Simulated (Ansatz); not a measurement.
# SiAsH5+ (doublet): from Hartree-Fock to the top rungs, cc-pVDZ

Aim: climb from Hartree-Fock through coupled cluster and multireference methods for SiAsH5+ (doublet) at one geometry and basis, and see what each rung misses.

Program: Ansatz 0.2.0, Gaussian basis. Level of theory: cc-pVDZ, core rule «outside noble gas», up to 19 orbitals frozen. These are calculated values, not measurements.

The runs, in order: UHF; CCSD(T) on ROHF; CCSD(T) on UHF; BCCD(T) on ROHF; CISD as a restricted active space (open shells left free, so some higher excitations enter); CCSDT(Q) on ROHF; CCSDT(Q) on UHF; CASSCF and MRCISD+Q, 9 electrons in 9 orbitals; CASSCF and NEVPT2, 9 electrons in 9 orbitals.

12 further runs of the same task are left out: 5 that didn't finish, 7 set aside as unsound or not needed. Runs told in other sessions of the task aren't counted.

## (1) What is computed

The geometry is a PBE0/def2-TZVP stationary point (not a proven minimum) of the parent state, kept for this charge and spin. No spin-orbit coupling is included. The filled d shell of As may be among the frozen orbitals whatever the setting's name suggests.

7 atoms, charge 1, spin multiplicity 2.

Atoms are counted from 1 here; the program's logs count them from 0.

Bond lengths: Si1–As2 2.367 Å, Si1–H3 1.486 Å, Si1–H4 1.486 Å, Si1–H5 1.486 Å, As2–H6 1.523 Å, As2–H7 1.523 Å. Angles: As2–Si1–H3 108.2°, As2–Si1–H4 108.2°, As2–Si1–H5 113.5°, H3–Si1–H4 108.8°, H3–Si1–H5 109.0°, H4–Si1–H5 109.0°, Si1–As2–H6 92.2°, Si1–As2–H7 92.2°, H6–As2–H7 92.2°.

## (2) UHF

Input file in.yaml:

```yaml
crystal:
  periodic: [false, false, false]
  atoms:
    - {symbol: Si, position_ang: [-0.028631, 0.000000, 1.671930]}
    - {symbol: As, position_ang: [0.038419, 0.000000, -0.693626]}
    - {symbol: H, position_ang: [0.688331, -1.208580, 2.156098]}
    - {symbol: H, position_ang: [0.688329, 1.208581, 2.156098]}
    - {symbol: H, position_ang: [-1.407476, -0.000001, 2.225245]}
    - {symbol: H, position_ang: [-1.013572, -1.097536, -0.783178]}
    - {symbol: H, position_ang: [-1.013574, 1.097534, -0.783178]}
basis:
  gaussian: {orbitals: cc-pVDZ}
total_charge: 1
magnetization: {spin_polarized: true, initial_magnetization: 1}
hamiltonian: {xc: hf}
output: {orbitals: {seedname: orbitals}}
```

The run is started by

```
> ansatz run in.yaml --threads 1 --pin off --events-out ev --progress --plain --max-ram 2393MiB
```

Further steps of the session: CCSD(T) on ROHF; CCSD(T) on UHF; BCCD(T) on ROHF; CISD as a restricted active space (open shells left free, so some higher excitations enter); CCSDT(Q) on ROHF; CCSDT(Q) on UHF; CASSCF and MRCISD+Q, 9 electrons in 9 orbitals; CASSCF and NEVPT2, 9 electrons in 9 orbitals.

Q: Predict the results of all the runs planned. Wanted: UCCSDT(Q) from the RHF energy; RMP2 from UCCSDT(Q); UMP2 from UCCSDT(Q); RCCSD from UCCSDT(Q); RCCSD(T) from UCCSDT(Q); UCCSD(T) from UCCSDT(Q); RCCSDT(Q) from UCCSDT(Q); NEVPT2 frontier from UCCSDT(Q); MRCISD+Q frontier from UCCSDT(Q).

**Answer**, as computed:

| quantity | value |
| --- | --- |
| UCCSDT(Q) from the ROHF energy | -6.9275 eV |
| RMP2 from UCCSDT(Q) | +34.64 kcal/mol |
| UMP2 from UCCSDT(Q) | +34.61 kcal/mol |
| RCCSD from UCCSDT(Q) | +4.93 kcal/mol |
| RCCSD(T) from UCCSDT(Q) | +1.02 kcal/mol |
| UCCSD(T) from UCCSDT(Q) | +0.96 kcal/mol |
| RCCSDT(Q) from UCCSDT(Q) | +0.08 kcal/mol |
| NEVPT2 frontier from UCCSDT(Q) | +33.90 kcal/mol |
| MRCISD+Q frontier from UCCSDT(Q) | +1.24 kcal/mol |
| levels within 1 kcal/mol (43 meV) | UCCSD(T), RCCSDT, UCCSDT, RCCSDT(Q) |
| T1 diagnostic | 0.022 |

In words: RCCSD(T) misses by +1.02 kcal/mol, 0.6 % of the correlation energy. Of the multireference levels listed MRCISD+Q frontier comes nearest in total energy (+1.24 kcal/mol), which doesn't show that its space is the better one. These misses are within one basis, not against nature; the frozen cores of restricted and unrestricted runs differ, which can shift their rows.

With open shells the CI space here admits some higher excitations, so it is larger than plain CISD.
